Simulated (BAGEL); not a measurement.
# RI-MP2/6-31G(d) (density fitting with cc-pvqz-jkfit, spherical functions) run of Si2NH6Cl (SMILES N[SiH]([SiH3])Cl)

What is the energy change on altering one bond length of Si2NH6Cl at RI-MP2/6-31G* (density fitting with cc-pvqz-jkfit, spherical functions)? 

The results are computed with BAGEL 1.2.2.

1 further run of the same task is left out (set aside as unsound or not needed).

### 1 Starting point

Si2NH6Cl has 10 atoms, charge 0, and is taken as a singlet. SMILES: `N[SiH]([SiH3])Cl`. Geometry: relaxed at PBE0-D4/def2-TZVP. This is one conformer, not always the lowest.

Bond lengths: N1–Si2 1.706 Å, Si2–Si3 2.336 Å, Si2–Cl4 2.083 Å, N1–H5 1.008 Å, N1–H6 1.008 Å, Si2–H7 1.482 Å, Si3–H8 1.486 Å, Si3–H9 1.489 Å, Si3–H10 1.488 Å. Some angles: N1–Si2–Si3 109.4°, N1–Si2–Cl4 114.5°, Si3–Si2–Cl4 106.1°, N1–Si2–H7 107.1°, Si3–Si2–H7 114.7°, Cl4–Si2–H7 105.1°, Si2–N1–H5 120.5°, Si2–N1–H6 120.3°, Si2–Si3–H8 110.2°, Si2–Si3–H9 108.8°.

### 2 The energy at RI-MP2/6-31G(d) (density fitting with cc-pvqz-jkfit, spherical functions)

Input file calc.json:

```json
{ "bagel": [

{
  "title": "molecule",
  "basis": "6-31gs.json",
  "df_basis": "cc-pvqz-jkfit",
  "angstrom": true,
  "geometry": [
    { "atom": "N", "xyz": [   -0.500400,    1.640400,   -0.476600 ] },
    { "atom": "Si", "xyz": [   -0.088700,    0.024400,   -0.834700 ] },
    { "atom": "Si", "xyz": [    0.678000,   -1.030800,    1.103600 ] },
    { "atom": "Cl", "xyz": [   -1.669600,   -1.135800,   -1.538400 ] },
    { "atom": "H", "xyz": [   -1.066800,    1.857300,    0.327900 ] },
    { "atom": "H", "xyz": [   -0.657600,    2.302300,   -1.220500 ] },
    { "atom": "H", "xyz": [    0.889100,    0.060000,   -1.948200 ] },
    { "atom": "H", "xyz": [    0.872200,   -2.482600,    0.855100 ] },
    { "atom": "H", "xyz": [   -0.336100,   -0.853800,    2.179500 ] },
    { "atom": "H", "xyz": [    1.962900,   -0.432600,    1.555400 ] }
  ]
},
{ "title": "hf" },
{ "title": "mp2", "ncore": 16 }

]}
```

The basis set 6-31G* is read from a file made from the Basis Set Exchange's data (not shown).

Launch:

```console
BAGEL_NUM_THREADS=1 BAGEL calc.json > calc.out
```

Standard output:

```text
* using 1 threads per process

  ===============================================================
  ===============================================================

  *** Geometry ***

  { "atom" : "N", "xyz" : [     -0.945619,      3.099907,     -0.900643 ] },
  { "atom" : "Si", "xyz" : [     -0.167619,      0.046109,     -1.577354 ] },
  { "atom" : "Si", "xyz" : [      1.281234,     -1.947930,      2.085502 ] },
  { "atom" : "Cl", "xyz" : [     -3.155087,     -2.146351,     -2.907155 ] },
  { "atom" : "H", "xyz" : [     -2.015960,      3.509788,      0.619641 ] },
  { "atom" : "H", "xyz" : [     -1.242684,      4.350716,     -2.306411 ] },
  { "atom" : "H", "xyz" : [      1.680155,      0.113384,     -3.681564 ] },
  { "atom" : "H", "xyz" : [      1.648219,     -4.691434,      1.615905 ] },
  { "atom" : "H", "xyz" : [     -0.635137,     -1.613448,      4.118658 ] },
  { "atom" : "H", "xyz" : [      3.709343,     -0.817496,      2.939280 ] },

  Number of auxiliary basis functions:      856

  Since a DF basis is specified, we compute 2- and 3-index integrals:
    o Being stored without compression. Storage requirement is 0.044 GB

  Number of basis functions:       80
  Number of electrons      :       58

    * METHOD: MOLECULE                             0.99

  *** RHF ***

  === Nuclear Repulsion ===
   274.2857916591

      * DIIS with orbital gradients will be used.

  === RHF iteration (6-31gs.json) ===
      0      -1095.14901039          0.01712478           0.24
      1      -1095.27895346          0.00933028           0.23
      2      -1095.32192269          0.00141760           0.23
      3      -1095.32347620          0.00026212           0.24
      4      -1095.32355013          0.00006116           0.24
      5      -1095.32355453          0.00001263           0.24
      6      -1095.32355478          0.00000375           0.24
      7      -1095.32355480          0.00000112           0.24
      8      -1095.32355480          0.00000031           0.24
      9      -1095.32355480          0.00000011           0.24
     10      -1095.32355480          0.00000004           0.24
     11      -1095.32355480          0.00000001           0.23
     12      -1095.32355480          0.00000000           0.23
    * SCF iteration converged.

    * Permanent dipole moment:
           (   -0.231351,    -0.851281,    -0.300970) a.u.

    * METHOD: HF                                   3.49

  *** RHF ***

  === Nuclear Repulsion ===
   274.2857916591

      * DIIS with orbital gradients will be used.

  === RHF iteration (6-31gs.json) ===
      0      -1095.32355480          0.00000000           0.23
    * SCF iteration converged.

    * Permanent dipole moment:
           (   -0.231351,    -0.851281,    -0.300970) a.u.

  === DF-MP2 calculation ===

    * freezing 16 orbitals
    * 3-index integral transformation done
    * assembly done

      MP2 correlation energy:   -0.4461054921      0.09

      MP2 total energy:       -1095.7696602944

    * METHOD: MP2                                  0.58

  ===============================================================
```

Run time: 5.4 s. Hardware: 1 thread of Arm Neoverse V1, shared host; peak memory 0.18 GiB.

### 3 The distorted shape

Input file mp2.json:

```json
{ "bagel" : [

{
  "title" : "molecule",
  "basis" : "6-31gs.json",
  "df_basis" : "cc-pvqz-jkfit",
  "angstrom" : true,
  "geometry" : [
    { "atom" : "N", "xyz" : [      -0.597501,       2.366308,      -0.352349 ] },
    { "atom" : "Si", "xyz" : [      -0.185801,       0.750308,      -0.710449 ] },
    { "atom" : "Si", "xyz" : [       0.580899,      -0.304892,       1.227851 ] },
    { "atom" : "Cl", "xyz" : [      -1.766701,      -0.409892,      -1.414149 ] },
    { "atom" : "H", "xyz" : [      -1.163901,       2.583208,       0.452151 ] },
    { "atom" : "H", "xyz" : [      -0.754701,       3.028208,      -1.096249 ] },
    { "atom" : "H", "xyz" : [       0.791999,       0.785908,      -1.823949 ] },
    { "atom" : "H", "xyz" : [       0.872200,      -2.482600,       0.855100 ] },
    { "atom" : "H", "xyz" : [      -0.433201,      -0.127892,       2.303751 ] },
    { "atom" : "H", "xyz" : [       1.865799,       0.293308,       1.679651 ] }
  ]
},

{
  "title" : "hf"
},

{
  "title" : "mp2",
  "ncore" : 16
}

]}
```

The basis set 6-31G* is read from a file made from the Basis Set Exchange's data (not shown).

Launch:

```console
BAGEL_NUM_THREADS=1 BAGEL mp2.json > mp2.out
```

Standard output:

```text
* using 1 threads per process

  ===============================================================
  ===============================================================

  *** Geometry ***

  { "atom" : "N", "xyz" : [     -1.129113,      4.471674,     -0.665843 ] },
  { "atom" : "Si", "xyz" : [     -0.351113,      1.417877,     -1.342554 ] },
  { "atom" : "Si", "xyz" : [      1.097740,     -0.576162,      2.320302 ] },
  { "atom" : "Cl", "xyz" : [     -3.338581,     -0.774584,     -2.672354 ] },
  { "atom" : "H", "xyz" : [     -2.199454,      4.881556,      0.854442 ] },
  { "atom" : "H", "xyz" : [     -1.426178,      5.722484,     -2.071610 ] },
  { "atom" : "H", "xyz" : [      1.496661,      1.485151,     -3.446764 ] },
  { "atom" : "H", "xyz" : [      1.648219,     -4.691434,      1.615905 ] },
  { "atom" : "H", "xyz" : [     -0.818631,     -0.241681,      4.353458 ] },
  { "atom" : "H", "xyz" : [      3.525849,      0.554272,      3.174080 ] },

  Number of auxiliary basis functions:      856

  Since a DF basis is specified, we compute 2- and 3-index integrals:
    o Being stored without compression. Storage requirement is 0.044 GB

  Number of basis functions:       80
  Number of electrons      :       58

    * METHOD: MOLECULE                             1.01

  *** RHF ***

  === Nuclear Repulsion ===
   271.8501204690

      * DIIS with orbital gradients will be used.

  === RHF iteration (6-31gs.json) ===
      0      -1095.06321984          0.01708860           0.25
      1      -1095.19494433          0.00936331           0.23
      2      -1095.23860847          0.00137994           0.24
      3      -1095.24013007          0.00027869           0.23
      4      -1095.24021075          0.00005834           0.24
      5      -1095.24021478          0.00001341           0.24
      6      -1095.24021506          0.00000425           0.24
      7      -1095.24021509          0.00000125           0.24
      8      -1095.24021509          0.00000036           0.24
      9      -1095.24021509          0.00000014           0.24
     10      -1095.24021509          0.00000005           0.24
     11      -1095.24021509          0.00000001           0.24
     12      -1095.24021509          0.00000000           0.24
    * SCF iteration converged.

    * Permanent dipole moment:
           (   -0.109464,    -1.405938,    -0.308656) a.u.

    * METHOD: HF                                   3.51

  *** RHF ***

  === Nuclear Repulsion ===
   271.8501204690

      * DIIS with orbital gradients will be used.

  === RHF iteration (6-31gs.json) ===
      0      -1095.24021509          0.00000000           0.23
    * SCF iteration converged.

    * Permanent dipole moment:
           (   -0.109464,    -1.405938,    -0.308656) a.u.

  === DF-MP2 calculation ===

    * freezing 16 orbitals
    * 3-index integral transformation done
    * assembly done

      MP2 correlation energy:   -0.4535062558      0.09

      MP2 total energy:       -1095.6937213481

    * METHOD: MP2                                  0.58

  ===============================================================
```

Wall time 5.4 s (1 thread of Arm Neoverse V1, shared host); peak memory 0.18 GiB.

### 4 What came out

Level: RI-MP2/6-31G* (density fitting with cc-pvqz-jkfit, spherical functions), 16 core orbitals frozen.

| quantity | value |
| --- | --- |
| first shape: total energy | -1095.76966 Eh |
| first shape: correlation energy (16 core orbitals frozen) | -446.1 mEh |
| distorted shape: total energy | -1095.69372 Eh |
| distorted shape: correlation energy (16 core orbitals frozen) | -453.5 mEh |
| energy change with the Si3–H8 bond stretched from 1.486 to 2.228 Å | 2.066 eV |

What this shows: One bond (distorted shape) is far stretched, which a spin-restricted single reference describes badly; perturbation theory on it can break down and give far too much correlation. With the Si3–H8 bond stretched from 1.486 to 2.228 Å the energy rises by 2.07 eV (48 kcal/mol). The first shape isn't relaxed at this level, so the change isn't measured from a minimum. A restricted reference can't describe the breaking bond well at this length.
